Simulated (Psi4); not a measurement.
# [SiCl3]+ (SMILES Cl[Si+](Cl)Cl) at CCSD(T)/aug-cc-pVDZ

What is the energy change on altering one bond length of [SiCl3]+ at CCSD(T)/aug-cc-pVDZ? 

The results are computed with Psi4 1.11.

## Step 1: The system as given

[SiCl3]+: 4 atoms, total charge +1, spin state singlet. As SMILES, `Cl[Si+](Cl)Cl`. Geometry: relaxed at PBE0-D4/def2-TZVP.

Bond lengths: Cl1–Si2 1.947 Å, Si2–Cl3 1.947 Å, Si2–Cl4 1.947 Å. Angles: Cl1–Si2–Cl3 120.0°, Cl1–Si2–Cl4 120.0°, Cl3–Si2–Cl4 120.0°.

## Step 2: The energy at CCSD(T)/aug-cc-pVDZ

The input, job.in:

```
memory 1.6 GB

molecule {
  1 1
  Cl    -2.94041385    -1.17597657     1.87252962
  Si     0.00000000    -0.00018897    -0.00018897
  Cl     3.34859469    -1.26536061     0.84943189
  Cl    -0.40818084     2.44152615    -2.72177254
  units au
  symmetry c1
}

set {
  basis           aug-cc-pVDZ
  puream          true
  e_convergence   1e-09
  d_convergence   1e-08
  scf_type        pk
  num_frozen_docc 20
}

result = energy('ccsd(t)')
print_variables()
```

Started as:

```
psi4 -i job.in -o job.out -n 1
```

job.out, cut to the lines that bear on the results:

```text
[...]
  Running in c1 symmetry.
[...]
  Nuclear repulsion =  330.127151137488966
[...]
  Multiplicity = 1
[...]
  Nalpha       = 32
  Nbeta        = 32
[...]
    Number of basis functions: 108
[...]
   @RHF iter   1: -1667.21826018172919    4.93491e-01   2.67303e-03 DIIS/ADIIS
[...]
   @RHF iter  10: -1667.27887907293325   -1.02318e-11   1.93743e-09 DIIS
[...]
    Orbital Energies [Eh]
    ---------------------
    Doubly Occupied:
       1A   -105.092483     2A   -105.092482     3A   -105.092479
       4A    -69.194412     5A    -10.820042     6A    -10.820041
       7A    -10.820036     8A     -8.287300     9A     -8.287299
      10A     -8.287295    11A     -8.284092    12A     -8.284092
      13A     -8.284088    14A     -8.283738    15A     -8.283738
      16A     -8.283735    17A     -6.528426    18A     -4.635406
      19A     -4.634588    20A     -4.634588    21A     -1.398772
      22A     -1.352467    23A     -1.352464    24A     -0.931979
      25A     -0.818583    26A     -0.818580    27A     -0.765301
      28A     -0.728656    29A     -0.728654    30A     -0.713321
      31A     -0.713318    32A     -0.690987
[...]
  @RHF Final Energy: -1667.27887907293325
   => Energetics <=
    Nuclear Repulsion Energy =            330.1271511374889656
    One-Electron Energy =               -2948.9251709180125545
    Two-Electron Energy =                 951.5191407075905090
    Total Energy =                      -1667.2788790729332504
[...]
 Multipole Moments:
 ------------------------------------------------------------------------------------
     Multipole            Electronic (a.u.)      Nuclear  (a.u.)        Total (a.u.)
 ------------------------------------------------------------------------------------
 L = 1.  Multiply by 2.5417464519 to convert [e a0] to [Debye]
 Dipole X            :          0.0000159            0.0000000            0.0000159
 Dipole Y            :         -0.0001166           -0.0000794           -0.0001960
 Dipole Z            :         -0.0001292           -0.0000794           -0.0002086
 Magnitude           :                                                    0.0002867
[...]
      * MP2 total energy                      = -1667.786595522515654
[...]
      * CCSD total energy                     = -1667.821783638676834
[...]
      * CCSD(T) total energy                  = -1667.839908500703359
[...]
```

Wall time 60 s (1 thread of Intel Xeon 6975P-C (Granite Rapids), shared host); peak memory 0.96 GiB.

## Step 3: The distorted shape

The input, cl3si.xyz:

```xyz
4
Cl3Si
Cl    -1.523602    -0.816105     1.206918
Si     0.032398    -0.193905     0.215918
Cl     1.804398    -0.863405     0.665518
Cl    -0.216000     1.292000    -1.440300
```

The input, run_ase.py:

```python
import numpy as np
from ase.calculators.psi4 import Psi4
from ase.io import read

a = read('cl3si.xyz')
calc = Psi4(atoms=a, method='ccsd(t)', basis='aug-cc-pVDZ', memory='1600MB', num_threads=1, charge=1, multiplicity=1, label='cl3si')
calc.psi4.set_options({'puream': True, 'e_convergence': 1e-09, 'd_convergence': 1e-08, 'scf_type': 'pk', 'num_frozen_docc': 20})
a.calc = calc

print(f'energy: {a.get_potential_energy():.6f} eV')
```

Started as:

```
python run_ase.py
```

cl3si.dat, cut to the lines that bear on the results:

```text
[...]
  Running in c1 symmetry.
[...]
  Nuclear repulsion =  315.293458268249140
[...]
  Multiplicity = 1
[...]
  Nalpha       = 32
  Nbeta        = 32
[...]
    Number of basis functions: 108
[...]
   @RHF iter   1: -1667.17136239847650    2.37906e-01   3.00628e-03 DIIS/ADIIS
[...]
   @RHF iter  11: -1667.25437613474742   -1.72804e-11   7.73758e-09 DIIS
[...]
    Orbital Energies [Eh]
    ---------------------
    Doubly Occupied:
       1A   -105.105220     2A   -105.105216     3A   -105.074786
       4A    -69.215654     5A    -10.832351     6A    -10.832346
       7A    -10.795775     8A     -8.299603     9A     -8.299600
      10A     -8.296324    11A     -8.296321    12A     -8.295952
      13A     -8.295948    14A     -8.262942    15A     -8.259812
      16A     -8.259586    17A     -6.544297    18A     -4.651732
      19A     -4.650964    20A     -4.649139    21A     -1.396058
      22A     -1.362345    23A     -1.297460    24A     -0.930797
      25A     -0.819099    26A     -0.790748    27A     -0.761785
      28A     -0.722287    29A     -0.718975    30A     -0.717640
      31A     -0.681131    32A     -0.676257
[...]
  @RHF Final Energy: -1667.25437613474742
   => Energetics <=
    Nuclear Repulsion Energy =            315.2934582682491396
    One-Electron Energy =               -2919.2993688871547420
    Two-Electron Energy =                 936.7515344841582419
    Total Energy =                      -1667.2543761347474174
[...]
 Multipole Moments:
 ------------------------------------------------------------------------------------
     Multipole            Electronic (a.u.)      Nuclear  (a.u.)        Total (a.u.)
 ------------------------------------------------------------------------------------
 L = 1.  Multiply by 2.5417464519 to convert [e a0] to [Debye]
 Dipole X            :          0.0522903            0.0064300            0.0587203
 Dipole Y            :         -0.3128256           -0.0385438           -0.3513694
 Dipole Z            :          0.3484648            0.0427937            0.3912585
 Magnitude           :                                                    0.5291425
[...]
      * MP2 total energy                      = -1667.766325766001955
[...]
      * CCSD total energy                     = -1667.802556576508096
[...]
      * CCSD(T) total energy                  = -1667.822008582667650
```

On the terminal:

```text
energy: -45383.748495 eV
```

Run time: 64 s. Hardware: 1 thread of Intel Xeon 6975P-C (Granite Rapids), shared host; peak memory 0.96 GiB.

## Step 4: Summary of results

Level: CCSD(T)/aug-cc-pVDZ, 20 core orbitals frozen.

```
                                                           quantity           value
                                          first shape: total energy  -1667.83991 Eh
                   first shape: HOMO energy (Hartree–Fock orbitals)       -18.80 eV
                   first shape: LUMO energy (Hartree–Fock orbitals)        -4.91 eV
                 first shape: HOMO–LUMO gap (Hartree–Fock orbitals)        13.90 eV
          first shape: correlation energy (20 core orbitals frozen)      -561.0 mEh
                                        first shape: (T) correction      -18.12 mEh
                                         first shape: T1 diagnostic           0.013
                                      distorted shape: total energy  -1667.82201 Eh
               distorted shape: HOMO energy (Hartree–Fock orbitals)       -18.40 eV
               distorted shape: LUMO energy (Hartree–Fock orbitals)        -5.36 eV
             distorted shape: HOMO–LUMO gap (Hartree–Fock orbitals)        13.04 eV
      distorted shape: correlation energy (20 core orbitals frozen)      -567.6 mEh
                                    distorted shape: (T) correction      -19.45 mEh
                                     distorted shape: T1 diagnostic           0.015
energy change with the Si2–Cl4 bond stretched from 1.947 to 2.239 Å        0.487 eV
```

What this shows: With the Si2–Cl4 bond stretched from 1.947 to 2.239 Å the energy rises by 0.49 eV (11.2 kcal/mol). The first shape isn't relaxed at this level, so the change isn't measured from a minimum. The triples (first shape) make up 3.2 % of the correlation energy. The triples (distorted shape) make up 3.4 % of the correlation energy.
